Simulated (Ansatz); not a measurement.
**GaHClOF (SMILES [OH][Ga]([F])[Cl]) at HF/STO-3G**

Aim: the vertical electron affinity of GaHClOF at HF/STO-3G, from 2 runs. 

The results are computed with Ansatz 0.2.0.

93 further runs of the same task are left out: 93 set aside as unsound or not needed. Runs told in other sessions of the task aren't counted.

**1. Starting point**

GaHClOF: 5 atoms, total charge 0, spin state singlet. As SMILES, `[OH][Ga]([F])[Cl]`. The coordinates come from a PBE0-D4/def2-TZVP relaxation. This is one conformer, not always the lowest.

Bond lengths: O1–Ga2 1.761 Å, Ga2–F3 1.733 Å, Ga2–Cl4 2.115 Å, O1–H5 0.961 Å. Angles: O1–Ga2–F3 117.4°, O1–Ga2–Cl4 124.1°, F3–Ga2–Cl4 118.5°, Ga2–O1–H5 113.2°.

**2. A single-point energy at HF/STO-3G**

File in.yaml:

```yaml
crystal:
  periodic: [false, false, false]
  atoms:
    - {symbol: O, position_ang: [-0.411400, -1.212900, 0.567400]}
    - {symbol: Ga, position_ang: [0.024700, 0.194000, -0.397200]}
    - {symbol: F, position_ang: [-0.341800, 0.143700, -2.089800]}
    - {symbol: Cl, position_ang: [0.960300, 1.923100, 0.382300]}
    - {symbol: H, position_ang: [-0.182000, -1.121400, 1.495800]}
basis:
  gaussian: {orbitals: STO-3G}
accuracy: high
hamiltonian: {xc: hf}
output: {orbitals: {seedname: orbitals}}
```

Started as:

```bash
$ ansatz run in.yaml --threads 1 --pin off --max-ram 3480MiB --events-out events.jsonl --progress --plain --runs-dir runs
```

The program printed:

```text
Warning: RAYON_NUM_THREADS=1 ignored (pool sized by the plan → 1); use --threads N
Functional definition: HF
  name "HF"
  exchange = exact_x
  correlation = 0
659 factors; integrals over basis functions are off by at most 7.4e-8 eV
mean field evaluation 1: about -68787.3305 eV, gradient 2.8e1 eV
mean field evaluation 2: about -68787.4169 eV, gradient 2.8e1 eV
mean field evaluation 4: about -68790.7402 eV, gradient 1.9e0 eV
mean field evaluation 8: about -68790.7672 eV, gradient 3.1e-3 eV
mean field -68790.76723984 eV, -2528.0140680075 hartree, gradient 3.0e-8 eV, S^2 0.000000; 0 other end points of the search recorded, 0 dependent functions left out
reference -68790.76723984 eV, -2528.0140680075 hartree; 33, 33 occupied and 5, 5 virtual orbitals, 659 factors
Total energy: -68790.76723984 eV, -2528.0140680075 hartree
```

Run time: 0.42 s. Hardware: 1 thread of Arm Neoverse V2, shared host.

**3. The doublet anion, same level**

File molecule.yaml:

```yaml
crystal:
  periodic: [false, false, false]
  atoms:
    - {symbol: O, position_ang: [-0.411400, -1.212900, 0.567400]}
    - {symbol: Ga, position_ang: [0.024700, 0.194000, -0.397200]}
    - {symbol: F, position_ang: [-0.341800, 0.143700, -2.089800]}
    - {symbol: Cl, position_ang: [0.960300, 1.923100, 0.382300]}
    - {symbol: H, position_ang: [-0.182000, -1.121400, 1.495800]}
basis:
  gaussian: {orbitals: STO-3G}
total_charge: -1
magnetization: {spin_polarized: true, initial_magnetization: 1}
hamiltonian: {xc: hf}
accuracy: high
output: {orbitals: {seedname: orbitals}}
```

Started as:

```bash
$ ansatz run molecule.yaml --threads 1 --pin off --max-ram 3480MiB --events-out events.jsonl --progress --plain --runs-dir runs
```

The program printed, shortened:

```text
Warning: RAYON_NUM_THREADS=1 ignored (pool sized by the plan → 1); use --threads N
[... 2 set-up lines as earlier in the session ...]
[...]
660 factors; integrals over basis functions are off by at most 7.4e-8 eV
[...]
mean field -68787.13997271 eV, -2527.8807683989 hartree, gradient 1.6e-8 eV, S^2 1.584107; 8 other end points of the search recorded, 0 dependent functions left out
reference -68787.13997271 eV, -2527.8807683989 hartree; 34, 33 occupied and 4, 5 virtual orbitals, 660 factors
Total energy: -68787.13997271 eV, -2527.8807683989 hartree
```

Wall time 4.5 s (1 thread of Arm Neoverse V2, shared host); peak memory 0.12 GiB.

**4. Summary of results**

Level: HF/STO-3G.

```
                                         quantity           value
                    singlet GaHClOF: total energy  -2528.01407 Eh
                     singlet GaHClOF: HOMO energy        -8.98 eV
                     singlet GaHClOF: LUMO energy         5.33 eV
                   singlet GaHClOF: HOMO–LUMO gap        14.32 eV
                      doublet anion: total energy  -2527.88077 Eh
doublet anion: HOMO energy (highest over α and β)         2.49 eV
 doublet anion: LUMO energy (lowest over α and β)        13.09 eV
                              doublet anion: ⟨S²⟩           1.584
vertical electron affinity (to the doublet anion)       -3.627 eV
```

In words: The anion lies 3.63 eV (350 kJ/mol) above the neutral: the electron isn't bound at this level, and such a value depends on the basis. Without diffuse functions anions come out too high. Hartree–Fock misses the correlation that binds many anions. In a minimal basis such a difference can be off by several eV, whatever the method. ⟨S²⟩ (doublet anion) is 1.58 where a pure doublet has 0.75: the reference is spin-contaminated. The HOMO (doublet anion) lies at positive energy, 2.49 eV: the electron is unbound at this level or held by a compact basis; values depend on the basis.
